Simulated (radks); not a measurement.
**Ionising potassium step by step, K to K¹¹⁺**

An exercise on one series of results from a longer session: the logs are not shown, and one member is left open.

The numbers are computed with radks (a radial shooting solver on a logarithmic mesh, Libxc functionals) version 1 (non-relativistic Kohn-Sham, PBE, spin-polarised, spherical densities, point nucleus; open shells are filled with parallel spins first), except any that are marked as measured or tabulated.

### The atom as given

| Quantity | Value |
| --- | --- |
| element | potassium (Z = 19) |
| charges | 0 to 11 |
| first configuration | [Ar] 4s1 |
| last configuration | [He] 2s2 2p4 |

The outer shells:

K
```
[Ar] core
4s [↑ ]
```

K¹¹⁺
```
[He] core
2s [↑↓]
2p [↑↓][↑ ][↑ ]
```

Set-up of the first run:

Input:

```text
Z 19
configuration [Ar] 4s1
relativity non-relativistic
functional pbe,pbe
spin polarised
nucleus point
```

Steps of the session up to this table: K, [Ar] 4s1; K⁺, [Ar]; K²⁺, [Ne] 3s2 3p5; K³⁺, [Ne] 3s2 3p4; K⁴⁺, [Ne] 3s2 3p3; K⁵⁺, [Ne] 3s2 3p2; K⁶⁺, [Ne] 3s2 3p1; K⁷⁺, [Ne] 3s2; K⁸⁺, [Ne] 3s1; K⁹⁺, [Ne]; K¹⁰⁺, [He] 2s2 2p5; K¹¹⁺, [He] 2s2 2p4.

One table of the session follows, with a row left open; its other results are not shown here.

```
species  Δ-SCF (eV)  −ε(HOMO) (eV)
      K       4.449          2.534
     K⁺      31.639         24.896
    K²⁺      45.789         38.562
    K³⁺      60.659         53.139
    K⁴⁺      81.943         73.350
    K⁵⁺      99.561         90.654
    K⁶⁺      117.58         108.54
    K⁷⁺      154.28         145.24
    K⁸⁺      176.20         166.88
    K⁹⁺           ?              ?
   K¹⁰⁺      565.55         534.52
```

Estimate the missing values for K⁹⁺.

The run gave: Δ-SCF (eV): 503.96; −ε(HOMO) (eV): 473.69. In the column «Δ-SCF (eV)» it lies between K⁸⁺ (176.20) and K¹⁰⁺ (565.55).

There the highest level belongs to another shell. Minus the highest eigenvalue gives 57 to 95 % of the Δ-SCF value along the ladder. Open shells are spherical and high-spin; term and fine-structure splittings are not resolved.
